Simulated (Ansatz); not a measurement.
# CH2NOSi radical: how energies converge with the basis set

How large a basis does CH2NOSi radical need? Two functionals are run in growing sets.

Computed with Ansatz 0.2.0, Gaussian basis. Level: one geometry, several basis sets.

The runs, in order: PBE0-D4/def2-SVP; ωB97M-V/def2-SVP; PBE0-D4/def2-QZVPP; ωB97M-V/def2-QZVPP; the functionals' def2-TZVPP values are taken from earlier runs.

### 1 The geometry

All runs share one geometry, relaxed beforehand with PBE0-D4 in a triple-zeta def2 set.

SMILES `O=C=N[SiH2]`, 6 atoms, charge 0, spin multiplicity 2.

Atoms are counted from 1 here; the program's logs count them from 0.

Bond lengths: O1–C2 1.164 Å, C2–N3 1.195 Å, N3–Si4 1.706 Å, Si4–H5 1.486 Å, Si4–H6 1.486 Å. Angles: O1–C2–N3 178.3°, C2–N3–Si4 162.2°, N3–Si4–H5 108.6°, N3–Si4–H6 108.6°, H5–Si4–H6 111.4°.

### 2 PBE0-D4 in def2-SVP

The input, in.yaml:

```yaml
crystal:
  periodic: [false, false, false]
  atoms:
    - {symbol: O, position_ang: [1.089658, -2.025709, 1.610439]}
    - {symbol: C, position_ang: [0.648518, -1.177763, 0.945387]}
    - {symbol: N, position_ang: [0.216300, -0.284909, 0.279199]}
    - {symbol: Si, position_ang: [-0.683251, 0.591566, -0.875336]}
    - {symbol: H, position_ang: [0.261263, 1.214230, -1.839133]}
    - {symbol: H, position_ang: [-1.490487, 1.618684, -0.166757]}
basis:
  gaussian: {orbitals: def2-SVP}
magnetization: {spin_polarized: true, initial_magnetization: 1}
hamiltonian: {xc: pbe0, dispersion: d4}
output: {orbitals: {seedname: orbitals}}
```

The runs that follow: ωB97M-V in def2-SVP; PBE0-D4 in def2-QZVPP; ωB97M-V in def2-QZVPP.

Q: Predict the results of all the runs planned. Wanted: PBE0-D4: double and triple zeta above quadruple; ωB97M-V: double and triple zeta above quadruple.

As calculated:

| quantity | value |
| --- | --- |
| PBE0-D4: double and triple zeta above quadruple | 8.61, 0.51 eV |
| ωB97M-V: double and triple zeta above quadruple | 8.73, 0.47 eV |

PBE0-D4 gains 8.10 eV from double to triple zeta, then 0.51 eV more. Total energies overstate the basis error of differences, where much of it tends to cancel.
